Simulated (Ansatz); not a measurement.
# ClFH₄OSi₂: small, medium and large basis sets

Aim: see how fast density functionals converge with the basis set for ClFH₄OSi₂.

Program: Ansatz 0.2.0, Gaussian basis. Level of theory: one geometry, several basis sets. These are calculated values, not measurements.

The runs, in order: PBE0-D4/def2-SVP; ωB97M-V/def2-SVP; PBE0-D4/def2-QZVPP; ωB97M-V/def2-QZVPP; the functionals' def2-TZVPP values are taken from earlier runs.

## Step 1: The geometry

All runs share one geometry, relaxed beforehand with PBE0-D4 in a triple-zeta def2 set.

SMILES `F[SiH2]O[SiH2]Cl`, 9 atoms, charge 0, spin multiplicity 1.

Atoms are counted from 1 here; the program's logs count them from 0.

Bond lengths: F1–Si2 1.592 Å, Si2–O3 1.624 Å, Si2–H6 1.477 Å, Si2–H7 1.475 Å, O3–Si4 1.626 Å, Si4–Cl5 2.050 Å, Si4–H8 1.477 Å, Si4–H9 1.476 Å. Angles: F1–Si2–O3 109.1°, F1–Si2–H6 107.6°, F1–Si2–H7 108.0°, O3–Si2–H6 110.4°, O3–Si2–H7 108.0°, H6–Si2–H7 113.6°, Si2–O3–Si4 148.3°, O3–Si4–Cl5 109.9°, O3–Si4–H8 110.0°, O3–Si4–H9 108.5°, Cl5–Si4–H8 107.8°, Cl5–Si4–H9 108.1°, H8–Si4–H9 112.6°.

Coordinates:

| atom | x (Å) | y (Å) | z (Å) |
| --- | --- | --- | --- |
| F1 | -1.9499 | -0.0929 | -1.4277 |
| Si2 | -0.6746 | -0.9653 | -1.0421 |
| O3 | -0.0599 | -0.4192 | 0.3589 |
| Si4 | 0.6464 | 0.7927 | 1.1808 |
| Cl5 | 1.7637 | 1.9439 | -0.0947 |
| H6 | 0.3130 | -0.8189 | -2.1305 |
| H7 | -1.1209 | -2.3560 | -0.8330 |
| H8 | -0.3847 | 1.6602 | 1.7847 |
| H9 | 1.5555 | 0.2094 | 2.1864 |

## Step 2: PBE0-D4 in def2-SVP

Input file in.yaml:

```yaml
crystal:
  periodic: [false, false, false]
  atoms:
    - {symbol: F, position_ang: [-1.949893, -0.092932, -1.427657]}
    - {symbol: Si, position_ang: [-0.674619, -0.965297, -1.042059]}
    - {symbol: O, position_ang: [-0.059854, -0.419236, 0.358930]}
    - {symbol: Si, position_ang: [0.646356, 0.792703, 1.180760]}
    - {symbol: Cl, position_ang: [1.763743, 1.943881, -0.094663]}
    - {symbol: H, position_ang: [0.312972, -0.818905, -2.130468]}
    - {symbol: H, position_ang: [-1.120909, -2.356005, -0.833046]}
    - {symbol: H, position_ang: [-0.384674, 1.660200, 1.784714]}
    - {symbol: H, position_ang: [1.555480, 0.209391, 2.186390]}
basis:
  gaussian: {orbitals: def2-SVP}
hamiltonian: {xc: pbe0, dispersion: d4}
output: {orbitals: {seedname: orbitals}}
```

Run with:

```bash
$ ansatz run in.yaml --threads 4 --pin off --events-out ev --progress --plain --max-ram 10444MiB
```

Further steps of the session: ωB97M-V in def2-SVP; PBE0-D4 in def2-QZVPP; ωB97M-V in def2-QZVPP.

Q: Predict the results of all the runs planned. Wanted: PBE0-D4: double and triple zeta above quadruple; ωB97M-V: double and triple zeta above quadruple.

The runs gave:

| quantity | value |
| --- | --- |
| PBE0-D4: double and triple zeta above quadruple | 17.60, 1.22 eV |
| ωB97M-V: double and triple zeta above quadruple | 17.60, 1.13 eV |

What this shows: For PBE0-D4 the step from double to triple zeta gains 16.38 eV and the next only 1.22 eV. Total energies overstate the basis error of differences, where much of it tends to cancel. The LUMO of ωB97M-V is positive and keeps falling with the basis (2.66 to 1.49 eV): an unbound level that the basis holds in place.
